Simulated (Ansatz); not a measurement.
# MnS, space group Pm-3m: a test of the smearing width

Computed with Ansatz 0.2.0 through its Python package.

`mns_smear.py`
```python
"""Smearing width test for MnS."""

import warnings

import ansatz
import numpy as np
import pandas as pd


def main() -> None:
    warnings.simplefilter("ignore", ansatz.DeckWarning)

    vectors = np.array([
        [3.09904, 0.0, 0.0],
        [0.0, 3.09904, 0.0],
        [0.0, 0.0, 3.09904],
    ])
    xtal = (
        ansatz.Lattice.of(vectors)
        .atom("Mn", (0.5, 0.5, 0.5))
        .atom("S", (0.0, 0.0, 0.0))
        .moments(Mn=2.8)
    )

    setup = (
        xtal.calculation()
        .scf(extra_bands=6)
        .functional("lda")
        .spin(ansatz.SpinTreatment.COLLINEAR)
        .accuracy("low")
        .kpoints(6, 6, 6, shift=0.5)
        .hubbard("Mn", "d", u_eff=4.5)
        .forces()
        .stress()
    )

    rows = []
    for value in [0.5, 0.3, 0.2, 0.1]:
        summary = setup.occupations("cold", width=value).run(threads=1, pin="off").report
        rows.append((value, summary["free_energy_ev"] / len(summary["lattice"]["sites"]), summary["n_iterations"], sum(summary["stress_gpa"][i][i] for i in range(3)) / 3, max(abs(f) for row in summary["forces_ev_ang"] for f in row), summary["magnetization_mub"], summary["n_kpoints"]))

    table = pd.DataFrame(rows, columns=["width (eV)", "F/atom (eV)", "iterations", "P (GPa)", "max component (eV/A)", "moment (muB)", "k-points"])
    print(table.round(5).to_string(index=False))

    # differences from the last row
    for row in rows[:-1]:
        shift = 1000 * (row[1] - rows[-1][1])
        print(f"{row[0]}: {shift:+.2f} meV/atom" + ("  (within 2 meV)" if abs(shift) < 2 else ""))


if __name__ == "__main__":
    main()
```

Output of `python mns_smear.py`:
```text
 width (eV)  F/atom (eV)  iterations  P (GPa)  max component (eV/A)  moment (muB)  k-points
        0.5  -2354.51460          15 10.10781                   0.0       4.75506        10
        0.3  -2354.51467          16 10.07165                   0.0       4.76010        10
        0.2  -2354.51394          18 10.03723                   0.0       4.76042        10
        0.1  -2354.51331          15 10.13652                   0.0       4.77673        10
0.5: -1.29 meV/atom  (within 2 meV)
0.3: -1.36 meV/atom  (within 2 meV)
0.2: -0.63 meV/atom  (within 2 meV)
```

Going from 0.1 to 0.5 eV changes F by -1.3 meV an atom. This scheme is built to cancel the term in the square of the width, so the shifts stay small and are partly the mesh's error. The pressure moves from 10.14 to 10.11 GPa.

The magnetic order follows from the starting moments and needn't be the lowest. U, its shell and the double counting are chosen to explore, and aren't derived for this compound. The mesh is modest for a metal, so energies can be off by several to tens of meV an atom and pressures by half a GPa or more; differences at equal mesh fare better. The overall sign of a collinear moment is arbitrary, and semilocal functionals can give small moments to compounds that are paramagnetic. Forces vanish by symmetry here and test nothing. With one magnetic atom the cell can hold only ferromagnetic order. The narrowest width needs the finest mesh, so the last row is no converged reference. Pressure is positive in compression. At these settings the cell as given stands under about 10 GPa, so it isn't at this functional's equilibrium volume. The structure comes from a database of computed cells and needn't be a stable or known phase. The script silences the warnings on its input, which a real study should read. Hardware and time: 9.1 s on 1 thread of Arm Neoverse V1, on a shared host, peak memory 0.41 GiB.

(Lines on the test bed's own set-up are left out of the output.)
